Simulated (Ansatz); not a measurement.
# Sb: the cost of one run

Method: DFT PBEsol, scalar-relativistic, plane waves, PAW, in Ansatz 0.2.0.

**1. Starting point**

It takes space group P2_1/m (No. 11, monoclinic). The conventional cell has a = 4.528 Å, b = 4.421 Å, c = 6.500 Å, α = 90.00°, β = 101.72°, γ = 90.00°. Around Sb (site symmetry m) lie 3 Sb at 2.92 to 2.98 Å.

As a file:

```xyz
4
Lattice="4.5277 0.0000 0.0000 0.0000 4.4211 0.0000 -1.3205 0.0000 6.3643" Properties=species:S:1:pos:R:3 pbc="T T T"
Sb    2.5709    3.3158    2.0132
Sb   -0.0264    1.1053    1.5099
Sb    3.2336    3.3158    4.8545
Sb    0.6363    1.1053    4.3511
```

This is candidate A: structure listed in a database for this formula (P2_1/m, No. 11).

(A quick probe on a coarse mesh, which set the mesh and smearing, is not shown.)

**3. Relaxing cell and atoms (candidate A)**

Input file input.yaml:

```yaml
crystal:
  lattice:
    - [4.5277, 0.0, 0.0]
    - [0.0, 4.4211, 0.0]
    - [-1.320519, 0.0, 6.364348]
  atoms:
    - { symbol: Sb, position: [0.66007, 0.75, 0.31633] }
    - { symbol: Sb, position: [0.063362, 0.25, 0.237242] }
    - { symbol: Sb, position: [0.936638, 0.75, 0.762758] }
    - { symbol: Sb, position: [0.33993, 0.25, 0.68367] }
basis:
  ecutwfc: 420
kpoints:
  mp_grid: { grid: [10, 10, 8] }
hamiltonian:
  xc: pbesol
scf:
  occupations: { method: gaussian, width: 0.1 }
output:
  forces: true
  stress: true
  eigenvalues: true
relax:
  adjacent_minimum: "off"
  f_tol: 0.01
  max_steps: 80
  cell: { stress_tol: 0.05 }
```

What time and memory should one allow on 1 thread of an x86-64 CPU, shared host?

About 11 min, with a peak of 1.1 GiB.
